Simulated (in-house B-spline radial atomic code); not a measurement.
# Fe: ionisation energy by several methods

An exercise on one series of results from a longer session: the logs are not shown, and one member is left open.

Method: scalar-relativistic (X2C), several functionals, spin-polarised, exact exchange averaged over the configuration; spherical all-electron atom at the radial basis limit. Code: in-house B-spline radial atomic code version 1.

## What is computed

- element: iron (Z = 26)
- charge: 0
- electrons: 26
- configuration: [Ar] 3d6 4s2
- nucleus: Fermi, rms radius 3.738 fm

Outer shells as boxes (Hund's rule):

[Ar] 3d6 4s2
```
[Ar] core
3d [↑↓][↑ ][↑ ][↑ ][↑ ]
4s [↑↓]
```

Where spins are not typed, each open shell is filled with up spins first.

Set-up of the first run:

The run's settings:

```ini
Z = 26
electrons = 26.0
configuration = [Ar] 3d6 4s2
hamiltonian = x2c
method = r2scan0
spin_polarised = True
nucleus = fermi
rms_radius = 3.7377
mass_number = 56
atomic_mass = 55.934935537
speed_of_light = 137.035999084
exact_exchange = averaged over the configuration
```

Command:

```console
> python run_scf.py task.json out
```

task.json lists these runs, among others, and the program works through them in turn.

Among the steps run: r2SCAN0; B3LYP; M06-2X; TPSSh; LC-ωPBE.

One of the session's tables, all rows but one given; the rest of the session is left out.

```
 method  ΔSCF (eV)
r2SCAN0      7.566
  B3LYP          ?
 M06-2X      8.039
  TPSSh      7.555
LC-ωPBE      7.461
```

Estimate the missing values for B3LYP.

As computed: ΔSCF (eV): 8.040. In the column «ΔSCF (eV)» it is the highest.
